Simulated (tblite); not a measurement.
# As2Ga2H7O: the cost of one run

Programs: tblite 0.8.0 and PySCF 2.14.0. All values are calculated, for the isolated system unless a continuum is named. Atoms count from 0, parts from 1.

## Step 1: Starting point

12 atoms, charge -1, multiplicity 1; geometry: distance geometry start.

## Step 2: Relaxing the cluster with GFN1-xTB

Job settings and geometry (Å):

```
{"job": {"kind": "relax", "xc": "GFN1-xTB", "basis": "xTB"}, "charge": -1, "multiplicity": 1}
Ga     0.754176     1.375782    -1.249246
As     0.213050    -0.403794    -2.816683
Ga    -1.731116    -0.965902    -1.451093
As    -1.177023     0.820321     0.103824
O     -2.434609     2.159732     0.073675
H      2.050578     1.082484    -0.513297
H      0.641241     2.733305    -1.893199
H     -0.164401     0.161418    -4.123521
H      1.210551    -1.485130    -2.775296
H     -3.030722    -0.657449    -2.193676
H     -1.615483    -2.309041    -0.840937
H     -0.822133     0.282967     1.435055
```

With the program's defaults for keys left out, this is: GFN1-xTB geometry optimisation, gas phase.

Started as:

```
> OMP_NUM_THREADS=1 python cluster_run.py task.json out
```

This one command runs all jobs of the session in turn.

**Question.** How long does this first job take on 1 thread of Arm Neoverse V2, shared host?

About 6.8 s.
